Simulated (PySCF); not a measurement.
**A gas-phase reaction: H6Si2 + Cl2 → ClH5Si2 + ClH**

Aim: the reaction energy of `[SiH3][SiH3]` + `ClCl` → `[SiH3][SiH2]Cl` + `Cl`.

Computed with PySCF 2.14.0; each step states its level. No surroundings beyond the atoms listed, unless a continuum is named. Atoms count from 0, parts from 1.

### 1 The system as given

Each species was relaxed by itself at PBE0-D3(BJ)/def2-SVPD.

### 2 Energies of the species: wB97M-D3(BJ)/def2-TZVPD

Job settings and geometry (Å):

```
{"job": {"kind": "react", "xc": "wB97M-D3(BJ)", "basis": "def2-TZVPD"}, "charge": 0, "multiplicity": 1}
-1 H6Si2 charge 0 multiplicity 1
Si     0.348180    -0.160720     1.106900
Si    -0.351980     0.160610    -1.108800
H      1.655390     0.524840     1.340480
H     -0.663760     0.399560     2.053180
H      0.513490    -1.618960     1.389120
H      0.710820    -0.290750    -2.057480
H     -0.633530     1.607360    -1.355850
H     -1.596580    -0.623030    -1.373980

-1 Cl2 charge 0 multiplicity 1
Cl     1.014680     0.000380    -0.003580
Cl    -1.014750     0.000390     0.005250

+1 ClH5Si2 charge 0 multiplicity 1
Si     1.008320    -0.135610     0.037780
Si    -1.327050    -0.255210    -0.092190
Cl    -2.079050     1.697300    -0.014970
H      1.400350     0.520910     1.319190
H      1.579000    -1.516510    -0.008230
H      1.529830     0.655570    -1.114950
H     -1.794950    -0.859400    -1.372680
H     -1.922330    -1.003320     1.052140

+1 ClH charge 0 multiplicity 1
Cl     0.644700     0.000950    -0.003250
H     -0.643500     0.000960     0.003920
```

Level: wB97M-D3(BJ)/def2-TZVPD reaction energy of separated species, gas phase.

On the command line:

```sh
> OMP_NUM_THREADS=1 python cluster_run.py task.json out
```

One launch serves the whole session: the jobs run in the order shown.

What it wrote:

```text
species 1 (H6Si2)
coarse grid: 27656 points
cycle   1  E = -582.6511742928  dE = -3.737e-01  |g| = 1.646e-01  |ddm| = 1.926e+00
cycle   2  E = -582.6596780922  dE = -8.504e-03  |g| = 7.150e-02  |ddm| = 2.371e-01
cycle   3  E = -582.6607558950  dE = -1.078e-03  |g| = 1.402e-02  |ddm| = 9.290e-02
cycle   4  E = -582.6608612984  dE = -1.054e-04  |g| = 1.946e-03  |ddm| = 2.611e-02
cycle   5  E = -582.6608640505  dE = -2.752e-06  |g| = 4.085e-04  |ddm| = 5.326e-03
final grid: 56088 points
cycle   6  E = -582.6608748078  dE = -2.107e-07  |g| = 2.265e-04  |ddm| = 2.144e-03
cycle   7  E = -582.6608748349  dE = -2.712e-08  |g| = 9.963e-05  |ddm| = 5.340e-04
cycle   8  E = -582.6608748388  dE = -3.816e-09  |g| = 3.148e-05  |ddm| = 1.633e-04
cycle   9  E = -582.6608748398  dE = -1.081e-09  |g| = 2.304e-06  |ddm| = 1.196e-04
cycle  10  E = -582.6608748398  dE = -5.457e-12  |g| = 5.208e-07  |ddm| = 9.619e-06
converged SCF energy = -582.6608748398

species 2 (Cl2)
coarse grid: 12632 points
cycle   1  E = -920.4762353298  dE =  6.388e-02  |g| = 2.472e-01  |ddm| = 1.180e+00
cycle   2  E = -920.4854152859  dE = -9.180e-03  |g| = 1.551e-01  |ddm| = 2.411e-01
cycle   3  E = -920.4902179629  dE = -4.803e-03  |g| = 1.247e-02  |ddm| = 9.692e-02
cycle   4  E = -920.4902873799  dE = -6.942e-05  |g| = 2.486e-03  |ddm| = 1.204e-02
cycle   5  E = -920.4902917357  dE = -4.356e-06  |g| = 2.986e-04  |ddm| = 3.875e-03
final grid: 23496 points
cycle   6  E = -920.4902477154  dE = -4.835e-08  |g| = 9.178e-05  |ddm| = 4.987e-04
cycle   7  E = -920.4902477189  dE = -3.537e-09  |g| = 4.787e-05  |ddm| = 1.124e-04
cycle   8  E = -920.4902477195  dE = -6.218e-10  |g| = 1.458e-05  |ddm| = 4.217e-05
converged SCF energy = -920.4902477195

species 3 (ClH5Si2)
coarse grid: 31504 points
cycle   1  E = -1042.3515307946  dE = -1.661e-01  |g| = 3.034e-01  |ddm| = 1.992e+00
cycle   2  E = -1042.3702659096  dE = -1.874e-02  |g| = 2.289e-01  |ddm| = 4.833e-01
cycle   3  E = -1042.3827179043  dE = -1.245e-02  |g| = 2.189e-02  |ddm| = 2.131e-01
cycle   4  E = -1042.3828974572  dE = -1.796e-04  |g| = 6.541e-03  |ddm| = 3.566e-02
cycle   5  E = -1042.3829186790  dE = -2.122e-05  |g| = 1.477e-03  |ddm| = 1.328e-02
cycle   6  E = -1042.3829195746  dE = -8.956e-07  |g| = 3.227e-04  |ddm| = 2.208e-03
final grid: 62464 points
cycle   7  E = -1042.3828557543  dE = -9.095e-08  |g| = 1.622e-04  |ddm| = 1.630e-03
cycle   8  E = -1042.3828557648  dE = -1.052e-08  |g| = 1.011e-04  |ddm| = 3.333e-04
cycle   9  E = -1042.3828557672  dE = -2.412e-09  |g| = 2.247e-05  |ddm| = 1.024e-04
cycle  10  E = -1042.3828557678  dE = -5.625e-10  |g| = 5.150e-06  |ddm| = 7.720e-05
converged SCF energy = -1042.3828557678

species 4 (ClH)
coarse grid: 8792 points
cycle   1  E = -460.8503331066  dE = -8.165e-02  |g| = 2.169e-01  |ddm| = 7.239e-01
cycle   2  E = -460.8625126758  dE = -1.218e-02  |g| = 1.397e-01  |ddm| = 2.651e-01
cycle   3  E = -460.8670521075  dE = -4.539e-03  |g| = 1.358e-02  |ddm| = 9.818e-02
cycle   4  E = -460.8670931905  dE = -4.108e-05  |g| = 3.364e-03  |ddm| = 9.545e-03
cycle   5  E = -460.8670994389  dE = -6.248e-06  |g| = 8.516e-04  |ddm| = 3.915e-03
final grid: 17120 points
cycle   6  E = -460.8670681996  dE = -3.716e-07  |g| = 3.676e-04  |ddm| = 8.894e-04
cycle   7  E = -460.8670682459  dE = -4.628e-08  |g| = 1.618e-04  |ddm| = 3.981e-04
cycle   8  E = -460.8670682525  dE = -6.576e-09  |g| = 4.221e-05  |ddm| = 1.295e-04
cycle   9  E = -460.8670682538  dE = -1.313e-09  |g| = 3.977e-06  |ddm| = 6.532e-05
cycle  10  E = -460.8670682538  dE = -5.684e-12  |g| = 8.167e-07  |ddm| = 3.314e-06
converged SCF energy = -460.8670682538

Reaction energy = -62.475 kcal/mol
```

Run time: 30 s. Hardware: 1 thread of Arm Neoverse N1, shared host; peak memory 0.61 GiB.

Species by species (with the dispersion term, which the log's SCF energies lack):

```csv
ν,species,energy (Eh),HOMO (eV)
-1,[SiH3][SiH3],-582.66731,-10.49
-1,ClCl,-920.49147,-11.18
+1,[SiH3][SiH2]Cl,-1042.39073,-10.38
+1,Cl,-460.86761,-11.93
```

### 3 Energies of the species: PBE0-D3(BJ)/def2-TZVPD

Same as in step 2 but for these lines:

```diff
@@ -1,2 +1,2 @@
-{"job": {"kind": "react", "xc": "wB97M-D3(BJ)", "basis": "def2-TZVPD"}, "charge": 0, "multiplicity": 1}
+{"job": {"kind": "react", "xc": "PBE0", "basis": "def2-TZVPD", "disp": "d3bj"}, "charge": 0, "multiplicity": 1}
 -1 H6Si2 charge 0 multiplicity 1
```

With the program's defaults for keys left out, this is: PBE0-D3(BJ)/def2-TZVPD reaction energy of separated species, gas phase.

What it wrote:

```text
species 1 (H6Si2)
coarse grid: 6968 points
cycle   1  E = -582.3366597949  dE = -3.359e-01  |g| = 1.277e-01  |ddm| = 1.838e+00
cycle   2  E = -582.3392315437  dE = -2.572e-03  |g| = 5.144e-02  |ddm| = 1.673e-01
cycle   3  E = -582.3395182337  dE = -2.867e-04  |g| = 1.096e-02  |ddm| = 4.805e-02
cycle   4  E = -582.3395494222  dE = -3.119e-05  |g| = 3.421e-03  |ddm| = 1.721e-02
cycle   5  E = -582.3395543058  dE = -4.884e-06  |g| = 1.706e-04  |ddm| = 4.815e-03
final grid: 56088 points
cycle   6  E = -582.3385133990  dE = -5.562e-06  |g| = 8.023e-04  |ddm| = 1.592e-02
cycle   7  E = -582.3385134597  dE = -6.077e-08  |g| = 5.071e-04  |ddm| = 1.688e-03
cycle   8  E = -582.3385134975  dE = -3.781e-08  |g| = 4.252e-05  |ddm| = 5.723e-04
cycle   9  E = -582.3385134981  dE = -5.936e-10  |g| = 2.249e-05  |ddm| = 8.416e-05
converged SCF energy = -582.3385134981

species 2 (Cl2)
coarse grid: 3248 points
cycle   1  E = -920.0848698966  dE =  1.015e-01  |g| = 1.608e-01  |ddm| = 1.191e+00
cycle   2  E = -920.0872203596  dE = -2.350e-03  |g| = 8.739e-02  |ddm| = 1.235e-01
cycle   3  E = -920.0886032702  dE = -1.383e-03  |g| = 3.229e-02  |ddm| = 7.027e-02
cycle   4  E = -920.0888543999  dE = -2.511e-04  |g| = 5.427e-04  |ddm| = 2.039e-02
cycle   5  E = -920.0888545092  dE = -1.093e-07  |g| = 2.230e-04  |ddm| = 9.350e-04
final grid: 23496 points
cycle   6  E = -920.0901487269  dE = -8.697e-06  |g| = 2.709e-03  |ddm| = 7.416e-03
cycle   7  E = -920.0901491601  dE = -4.332e-07  |g| = 1.503e-03  |ddm| = 3.010e-03
cycle   8  E = -920.0901493988  dE = -2.388e-07  |g| = 1.098e-04  |ddm| = 1.206e-03
cycle   9  E = -920.0901494014  dE = -2.569e-09  |g| = 4.180e-05  |ddm| = 9.849e-05
cycle  10  E = -920.0901494018  dE = -3.953e-10  |g| = 3.007e-06  |ddm| = 2.417e-05
converged SCF energy = -920.0901494018

species 3 (ClH5Si2)
coarse grid: 7976 points
cycle   1  E = -1041.8454035097  dE = -1.492e-01  |g| = 2.445e-01  |ddm| = 1.953e+00
cycle   2  E = -1041.8417753706  dE =  3.628e-03  |g| = 2.692e-01  |ddm| = 4.644e-01
cycle   3  E = -1041.8606432633  dE = -1.887e-02  |g| = 2.956e-02  |ddm| = 2.504e-01
cycle   4  E = -1041.8608056014  dE = -1.623e-04  |g| = 6.934e-03  |ddm| = 1.984e-02
cycle   5  E = -1041.8608160170  dE = -1.042e-05  |g| = 2.625e-03  |ddm| = 7.314e-03
cycle   6  E = -1041.8608177223  dE = -1.705e-06  |g| = 4.230e-04  |ddm| = 2.305e-03
final grid: 62464 points
cycle   7  E = -1041.8606722242  dE = -1.095e-05  |g| = 2.659e-03  |ddm| = 1.841e-02
cycle   8  E = -1041.8606721510  dE =  7.320e-08  |g| = 2.275e-03  |ddm| = 3.712e-03
cycle   9  E = -1041.8606731321  dE = -9.811e-07  |g| = 2.947e-04  |ddm| = 2.110e-03
cycle  10  E = -1041.8606731585  dE = -2.645e-08  |g| = 7.005e-05  |ddm| = 2.985e-04
cycle  11  E = -1041.8606731598  dE = -1.328e-09  |g| = 1.636e-05  |ddm| = 6.879e-05
cycle  12  E = -1041.8606731599  dE = -7.822e-11  |g| = 2.100e-06  |ddm| = 1.712e-05
converged SCF energy = -1041.8606731599

species 4 (ClH)
coarse grid: 2248 points
cycle   1  E = -460.6537840655  dE = -4.644e-02  |g| = 1.882e-01  |ddm| = 7.411e-01
cycle   2  E = -460.6558528027  dE = -2.069e-03  |g| = 1.902e-01  |ddm| = 3.151e-01
cycle   3  E = -460.6653816416  dE = -9.529e-03  |g| = 1.506e-02  |ddm| = 1.513e-01
cycle   4  E = -460.6654036988  dE = -2.206e-05  |g| = 2.693e-03  |ddm| = 7.323e-03
cycle   5  E = -460.6654052467  dE = -1.548e-06  |g| = 1.111e-03  |ddm| = 2.553e-03
final grid: 17120 points
cycle   6  E = -460.6658903125  dE = -4.429e-06  |g| = 2.164e-03  |ddm| = 7.339e-03
cycle   7  E = -460.6658903420  dE = -2.955e-08  |g| = 1.795e-03  |ddm| = 2.512e-03
cycle   8  E = -460.6658909596  dE = -6.176e-07  |g| = 1.533e-04  |ddm| = 1.363e-03
cycle   9  E = -460.6658909665  dE = -6.899e-09  |g| = 2.148e-05  |ddm| = 1.086e-04
cycle  10  E = -460.6658909666  dE = -1.024e-10  |g| = 4.933e-06  |ddm| = 1.682e-05
converged SCF energy = -460.6658909666

Reaction energy = -62.039 kcal/mol
```

Wall time 15 s (1 thread of Arm Neoverse N1, shared host); peak memory 0.6 GiB.

Reaction energy at this level: -62.04 kcal/mol.

### 4 Energies of the species: MP2/def2-TZVPD

Same as in step 3 but for these lines:

```diff
@@ -1,2 +1,2 @@
-{"job": {"kind": "react", "xc": "PBE0", "basis": "def2-TZVPD", "disp": "d3bj"}, "charge": 0, "multiplicity": 1}
+{"job": {"kind": "react", "xc": "MP2", "basis": "def2-TZVPD"}, "charge": 0, "multiplicity": 1}
 -1 H6Si2 charge 0 multiplicity 1
```

Level: MP2/def2-TZVPD reaction energy of separated species, gas phase.

What it wrote:

```text
species 1 (H6Si2)
final grid: 56088 points
cycle   1  E = -581.3292762674  dE = -4.625e-01  |g| = 2.439e-01  |ddm| = 1.842e+00
cycle   2  E = -581.3607879390  dE = -3.151e-02  |g| = 7.440e-02  |ddm| = 2.847e-01
cycle   3  E = -581.3641055274  dE = -3.318e-03  |g| = 2.476e-02  |ddm| = 1.417e-01
cycle   4  E = -581.3644358350  dE = -3.303e-04  |g| = 3.724e-03  |ddm| = 3.440e-02
cycle   5  E = -581.3644489511  dE = -1.312e-05  |g| = 9.304e-04  |ddm| = 1.189e-02
cycle   6  E = -581.3644497954  dE = -8.443e-07  |g| = 1.126e-04  |ddm| = 2.721e-03
cycle   7  E = -581.3644498083  dE = -1.289e-08  |g| = 2.356e-05  |ddm| = 4.431e-04
cycle   8  E = -581.3644498088  dE = -5.414e-10  |g| = 5.013e-06  |ddm| = 1.107e-04
converged SCF energy = -581.3644498088

species 2 (Cl2)
final grid: 23496 points
cycle   1  E = -918.9653262561  dE =  6.011e-02  |g| = 2.590e-01  |ddm| = 1.186e+00
cycle   2  E = -918.9802783769  dE = -1.495e-02  |g| = 1.127e-01  |ddm| = 2.120e-01
cycle   3  E = -918.9828568502  dE = -2.578e-03  |g| = 1.988e-02  |ddm| = 7.487e-02
cycle   4  E = -918.9830777025  dE = -2.209e-04  |g| = 4.253e-03  |ddm| = 2.065e-02
cycle   5  E = -918.9830898086  dE = -1.211e-05  |g| = 7.297e-04  |ddm| = 5.118e-03
cycle   6  E = -918.9830900261  dE = -2.175e-07  |g| = 1.518e-04  |ddm| = 6.808e-04
cycle   7  E = -918.9830900353  dE = -9.227e-09  |g| = 2.307e-05  |ddm| = 1.886e-04
cycle   8  E = -918.9830900356  dE = -2.573e-10  |g| = 2.990e-06  |ddm| = 4.639e-05
converged SCF energy = -918.9830900356

species 3 (ClH5Si2)
final grid: 62464 points
cycle   1  E = -1040.2993121535  dE = -2.297e-01  |g| = 3.409e-01  |ddm| = 1.931e+00
cycle   2  E = -1040.3461733465  dE = -4.686e-02  |g| = 1.438e-01  |ddm| = 4.468e-01
cycle   3  E = -1040.3526068951  dE = -6.434e-03  |g| = 4.001e-02  |ddm| = 1.712e-01
cycle   4  E = -1040.3535015706  dE = -8.947e-04  |g| = 7.347e-03  |ddm| = 5.901e-02
cycle   5  E = -1040.3535370523  dE = -3.548e-05  |g| = 1.653e-03  |ddm| = 1.502e-02
cycle   6  E = -1040.3535393063  dE = -2.254e-06  |g| = 4.466e-04  |ddm| = 3.920e-03
cycle   7  E = -1040.3535394575  dE = -1.512e-07  |g| = 9.712e-05  |ddm| = 9.038e-04
cycle   8  E = -1040.3535394654  dE = -7.852e-09  |g| = 2.770e-05  |ddm| = 2.508e-04
cycle   9  E = -1040.3535394661  dE = -7.240e-10  |g| = 7.118e-06  |ddm| = 7.326e-05
converged SCF energy = -1040.3535394661

species 4 (ClH)
final grid: 17120 points
cycle   1  E = -460.0817349667  dE = -1.009e-01  |g| = 2.132e-01  |ddm| = 7.101e-01
cycle   2  E = -460.0969050670  dE = -1.517e-02  |g| = 8.401e-02  |ddm| = 2.053e-01
cycle   3  E = -460.0986384477  dE = -1.733e-03  |g| = 1.826e-02  |ddm| = 5.472e-02
cycle   4  E = -460.0988470145  dE = -2.086e-04  |g| = 6.315e-03  |ddm| = 1.638e-02
cycle   5  E = -460.0988770144  dE = -3.000e-05  |g| = 1.289e-03  |ddm| = 7.398e-03
cycle   6  E = -460.0988782305  dE = -1.216e-06  |g| = 2.808e-04  |ddm| = 1.659e-03
cycle   7  E = -460.0988782838  dE = -5.327e-08  |g| = 4.150e-05  |ddm| = 4.895e-04
cycle   8  E = -460.0988782845  dE = -7.328e-10  |g| = 7.806e-06  |ddm| = 6.177e-05
converged SCF energy = -460.0988782845

Reaction energy = -66.238 kcal/mol
```

It took 7.2 s on 1 thread of Arm Neoverse N1, shared host; peak memory 0.43 GiB.

Reaction energy at this level: -66.24 kcal/mol.

### 5 Comparing the runs

Energies in kcal/mol, with wall time:

```csv
run,reaction,time
wB97M-D3(BJ)/def2-TZVPD,-62.47,30 s
PBE0-D3(BJ)/def2-TZVPD,-62.04,15 s
MP2/def2-TZVPD,-66.24,7.2 s
```

### 6 Summary of results

| quantity | value |
| --- | --- |
| reaction energy (wB97M-D3(BJ)/def2-TZVPD) | -62.47 kcal/mol |
| ΔH, ΔG at 298 K (xTB thermal terms) | -62.8, -63.7 kcal/mol |
| range of the reaction energy over the runs of this table | -66.24 to -62.04 kcal/mol |

In words: The reaction is exothermic by 62.8 kcal/mol in the gas phase; dispersion gives -0.48, and xTB itself gave -41.73 for the electronic energy (xTB energies and thermal terms come from the earlier relaxation of each species, not shown). No barrier was sought. xTB and this level differ widely in the electronic energy, so what comes from xTB (the thermal terms above all) is less safe here. The reaction energy runs from -66.24 (MP2/def2-TZVPD) to -62.04 kcal/mol (PBE0-D3(BJ)/def2-TZVPD).
